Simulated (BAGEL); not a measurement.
# CH5BClN (SMILES CNBCl) at B3LYP/def2-SVP (density fitting with qzvpp-jkfit)

What is the energy change on altering one bond length of CH5BClN at B3LYP/def2-SVP (density fitting with qzvpp-jkfit)? 

Program for the calculation: BAGEL 1.2.2.

3 further runs of the same task are left out: 1 that didn't finish, 2 set aside as unsound or not needed.

### Step 1. The molecule

The species is CH5BClN (9 atoms), meant as a singlet with charge 0. As SMILES, `CNBCl`. Geometry: relaxed at PBE0-D4/def2-TZVP. This is one conformer, not always the lowest.

Bond lengths: C1–N2 1.445 Å, N2–B3 1.381 Å, B3–Cl4 1.771 Å, C1–H5 1.094 Å, C1–H6 1.094 Å, C1–H7 1.090 Å, N2–H8 1.009 Å, B3–H9 1.192 Å. Some angles: C1–N2–B3 126.0°, N2–B3–Cl4 119.6°, C1–N2–H8 115.0°, B3–N2–H8 119.0°, N2–C1–H5 111.4°, N2–C1–H6 111.4°, N2–C1–H7 109.2°, N2–B3–H9 121.5°, Cl4–B3–H9 118.9°, H5–C1–H6 108.3°.

### Step 2. A single-point energy at B3LYP/def2-SVP (density fitting with qzvpp-jkfit)

File input.json:

```json
{ "bagel" : [

{
  "title" : "molecule",
  "basis" : "svp",
  "df_basis" : "qzvpp-jkfit",
  "angstrom" : true,
  "geometry" : [
    { "atom" : "C", "xyz" : [    0.510100,    0.482100,   -0.973400 ] },
    { "atom" : "N", "xyz" : [   -0.407900,   -0.226000,   -0.111700 ] },
    { "atom" : "B", "xyz" : [   -0.261100,   -0.415200,    1.248200 ] },
    { "atom" : "Cl", "xyz" : [   -1.495300,   -1.314500,    2.144800 ] },
    { "atom" : "H", "xyz" : [    0.907000,   -0.170400,   -1.756500 ] },
    { "atom" : "H", "xyz" : [    0.027900,    1.338900,   -1.452800 ] },
    { "atom" : "H", "xyz" : [    1.346700,    0.849900,   -0.380000 ] },
    { "atom" : "H", "xyz" : [   -1.220500,   -0.605500,   -0.573900 ] },
    { "atom" : "H", "xyz" : [    0.681600,    0.014200,    1.838200 ] }
  ]
},
{ "title" : "ks", "xc_func" : "b3lyp", "charge" : 0 },
{ "title" : "print", "file" : "orbitals.molden", "orbitals" : true }

]}
```

Command:

```
$ BAGEL_NUM_THREADS=1 BAGEL input.json > input.out
```

The log of the run:

```text
* using 1 threads per process

  ===============================================================
  ===============================================================

  *** Geometry ***

  { "atom" : "C", "xyz" : [      0.963949,      0.911037,     -1.839459 ] },
  { "atom" : "N", "xyz" : [     -0.770819,     -0.427078,     -0.211082 ] },
  { "atom" : "B", "xyz" : [     -0.493407,     -0.784614,      2.358756 ] },
  { "atom" : "Cl", "xyz" : [     -2.825707,     -2.484045,      4.053085 ] },
  { "atom" : "H", "xyz" : [      1.713982,     -0.322009,     -3.319304 ] },
  { "atom" : "H", "xyz" : [      0.052723,      2.530154,     -2.745394 ] },
  { "atom" : "H", "xyz" : [      2.544894,      1.606078,     -0.718096 ] },
  { "atom" : "H", "xyz" : [     -2.306411,     -1.144229,     -1.084514 ] },
  { "atom" : "H", "xyz" : [      1.288037,      0.026834,      3.473695 ] },

  Number of auxiliary basis functions:      445

  Since a DF basis is specified, we compute 2- and 3-index integrals:
    o Being stored without compression. Storage requirement is 0.026 GB

  Number of basis functions:       85
  Number of electrons      :       40

    * METHOD: MOLECULE                             0.19

  *** Kohn-Sham DFT ***

    * Removing 16571 points whose weight is below 1.00e-10
    * Grid points: 117583

  === Nuclear Repulsion ===
   139.5267325477

       - DIIS with orbital gradients will be used.

  === KS iteration (b3lyp / svp) ===
      0       -537.27945187          0.10424332           0.36
      1       -502.17588699          0.21334147           0.35
      2       -474.57960672          0.15100941           0.35
      3       -539.14330842          0.17802199           0.34
      4       -557.93720165          0.09904035           0.34
      5       -580.21039092          0.03187272           0.34
      6       -580.76352539          0.00610575           0.35
      7       -580.77116336          0.00513303           0.34
      8       -580.78392632          0.00094727           0.35
      9       -580.78454760          0.00031323           0.34
     10       -580.78459061          0.00013132           0.34
     11       -580.78460224          0.00004578           0.34
     12       -580.78460323          0.00001351           0.35
     13       -580.78460332          0.00000289           0.34
     14       -580.78460332          0.00000111           0.35
     15       -580.78460332          0.00000021           0.34
     16       -580.78460332          0.00000013           0.35
     17       -580.78460332          0.00000003           0.35
     18       -580.78460332          0.00000001           0.34
    * SCF iteration converged.

    * Permanent dipole moment:
           (   -0.203110,    -0.327942,     1.038769) a.u.

    * METHOD: KS                                   7.22

    * METHOD: PRINT                                0.02

  ===============================================================
```

Wall time 7.8 s (1 thread of Arm Neoverse V1, shared host); peak memory 0.46 GiB.

### Step 3. The distorted shape

File job.json:

```json
{ "bagel": [

{
  "title": "molecule",
  "basis": "svp",
  "df_basis": "qzvpp-jkfit",
  "angstrom": true,
  "geometry": [
    { "atom": "C", "xyz": [       0.488085,       0.510473,      -1.177338 ] },
    { "atom": "N", "xyz": [      -0.429915,      -0.197627,      -0.315638 ] },
    { "atom": "B", "xyz": [      -0.261100,      -0.415200,       1.248200 ] },
    { "atom": "Cl", "xyz": [      -1.495300,      -1.314500,       2.144800 ] },
    { "atom": "H", "xyz": [       0.884985,      -0.142027,      -1.960438 ] },
    { "atom": "H", "xyz": [       0.005885,       1.367273,      -1.656738 ] },
    { "atom": "H", "xyz": [       1.324685,       0.878273,      -0.583938 ] },
    { "atom": "H", "xyz": [      -1.242515,      -0.577127,      -0.777838 ] },
    { "atom": "H", "xyz": [       0.681600,       0.014200,       1.838200 ] }
  ]
},

{ "title": "ks", "xc_func": "b3lyp" },

{ "title": "print", "file": "orbitals.molden", "orbitals": true }

]}
```

Command:

```
$ BAGEL_NUM_THREADS=1 BAGEL job.json > job.out
```

The log of the run:

```text
* using 1 threads per process

  ===============================================================
  ===============================================================

  *** Geometry ***

  { "atom" : "C", "xyz" : [      0.922347,      0.964654,     -2.224846 ] },
  { "atom" : "N", "xyz" : [     -0.812422,     -0.373461,     -0.596469 ] },
  { "atom" : "B", "xyz" : [     -0.493407,     -0.784614,      2.358756 ] },
  { "atom" : "Cl", "xyz" : [     -2.825707,     -2.484045,      4.053085 ] },
  { "atom" : "H", "xyz" : [      1.672379,     -0.268392,     -3.704691 ] },
  { "atom" : "H", "xyz" : [      0.011121,      2.583772,     -3.130781 ] },
  { "atom" : "H", "xyz" : [      2.503292,      1.659695,     -1.103483 ] },
  { "atom" : "H", "xyz" : [     -2.348013,     -1.090612,     -1.469901 ] },
  { "atom" : "H", "xyz" : [      1.288037,      0.026834,      3.473695 ] },

  Number of auxiliary basis functions:      445

  Since a DF basis is specified, we compute 2- and 3-index integrals:
    o Being stored without compression. Storage requirement is 0.026 GB

  Number of basis functions:       85
  Number of electrons      :       40

    * METHOD: MOLECULE                             0.20

  *** Kohn-Sham DFT ***

    * Removing 16151 points whose weight is below 1.00e-10
    * Grid points: 118003

  === Nuclear Repulsion ===
   134.6024559042

       - DIIS with orbital gradients will be used.

  === KS iteration (b3lyp / svp) ===
      0       -533.77515509          0.11245524           0.37
      1       -470.85435190          0.24158555           0.35
      2       -464.89173948          0.14586676           0.35
      3       -533.14318256          0.17105703           0.35
      4       -556.53907703          0.09708836           0.34
      5       -578.63559137          0.05438669           0.34
      6       -580.42095917          0.02497832           0.34
      7       -580.70064196          0.00967354           0.35
      8       -580.75612761          0.00294310           0.35
      9       -580.76149126          0.00106430           0.35
     10       -580.76225015          0.00019303           0.34
     11       -580.76226263          0.00009675           0.35
     12       -580.76226587          0.00006724           0.35
     13       -580.76226761          0.00002376           0.35
     14       -580.76226792          0.00000342           0.35
     15       -580.76226792          0.00000101           0.35
     16       -580.76226792          0.00000025           0.35
     17       -580.76226792          0.00000006           0.35
     18       -580.76226792          0.00000002           0.35
     19       -580.76226792          0.00000001           0.34
    * SCF iteration converged.

    * Permanent dipole moment:
           (   -0.146325,    -0.235160,     0.742880) a.u.

    * METHOD: KS                                   7.64

    * METHOD: PRINT                                0.02

  ===============================================================
```

It took 8.1 s on 1 thread of Arm Neoverse V1, shared host; peak memory 0.46 GiB.

### Step 4. Summary of results

Level: B3LYP/def2-SVP (density fitting with qzvpp-jkfit).

| quantity | value |
| --- | --- |
| first shape: total energy | -580.78460 Eh |
| first shape: dipole moment | 2.82 D |
| first shape: HOMO energy | -7.37 eV |
| first shape: LUMO energy | 0.44 eV |
| first shape: HOMO–LUMO gap | 7.81 eV |
| distorted shape: total energy | -580.76227 Eh |
| distorted shape: dipole moment | 2.02 D |
| distorted shape: HOMO energy | -6.80 eV |
| distorted shape: LUMO energy | -0.37 eV |
| distorted shape: HOMO–LUMO gap | 6.43 eV |
| energy change with the N2–B3 bond stretched from 1.381 to 1.588 Å | 0.608 eV |

**Reading.** With the N2–B3 bond stretched from 1.381 to 1.588 Å the energy rises by 0.61 eV (14.0 kcal/mol). The first shape isn't relaxed at this level, so the change isn't measured from a minimum.
